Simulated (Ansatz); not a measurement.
Runs of Ansatz 0.2.0 on HfIn4SiO6. Symmetry: C2, No. 5, monoclinic system. Conventional cell: a = 5.432 Å, b = 9.407 Å, c = 7.636 Å, α = 90.00°, β = 104.07°, γ = 90.00°. Around Hf (site symmetry 2) lie 6 O at 2.13 to 2.14 Å. Around In (site symmetry 2) lie 2 O at 2.73 Å and 4 In at 3.12 Å. In (site symmetry 2) has 6 O at 2.23 Å as nearest neighbours. Around In (site symmetry 2) lie 2 O at 2.73 Å and 3 In at 3.07 to 3.12 Å. Around In (site symmetry 2) lie 2 O at 2.73 Å and 3 In at 3.07 to 3.12 Å. Si (site symmetry 2) is surrounded by 6 O at 1.85 Å. O (site symmetry 1) is surrounded by 1 Si at 1.85 Å. O (site symmetry 1) has 1 Si at 1.85 Å as nearest neighbours. The cell was built by a generator and needn't be a form met in nature.

| task | level | potentials or basis | U | cell | k mesh | cutoff (eV) | basis error allowed | mesh quality | gap on the mesh (eV) | pressure (GPa) | largest force (eV/Å) |
| --- | --- | --- | --- | --- | --- | --- | --- | --- | --- | --- | --- |
| band structure | PBE | all-electron LAPW, scalar-relativistic | - | as given | 4 × 4 × 2 | 375 | 0.002 eV/atom | coarse | - | -0.3 | 0.06 |
| single point | PBE+U | all-electron LAPW, scalar-relativistic | Hf d U = 6 eV | as given | 4 × 4 × 3 | 375 | 0.002 eV/atom | coarse | none | (b) | 0.31 |
| electrostatic potential | PBE | all-electron PAW datasets made for the crystal | - | as given | 6 × 6 × 4 | 440 | - | not flagged | none | 0.0 | 0.02 |
| single point | PBE | all-electron LAPW, scalar-relativistic | - | as given | 4 × 4 × 3 | 375 | 0.002 eV/atom | coarse | none | -0.3 | (a) |
| relaxation of cell and atoms | PBEsol | all-electron PAW datasets made for the crystal | - | relaxed | 4 × 4 × 2 | - | - | coarse | none | 0.0 | - |

Alike in all rows: no spin polarisation; smearing fermi-dirac 0.05 eV.

**Question.** Estimate the missing entries.

**Answer.** (a) 0.08; (b) 1.2.

Caveats: some runs use coarse meshes; the k mesh is thin for a metal, which can move the energy by tens of meV per atom (some runs); U is the effective U less J, on atomic orbitals that reach past the spheres (some runs); U without spin polarisation on a metal has little footing (some runs).

A k mesh can miss the band edges, and the runs leave out spin-orbit coupling on Hf, In.

A gap of «none» marks a metal or a gap under the smearing width.

Not every run made on this cell is shown here.
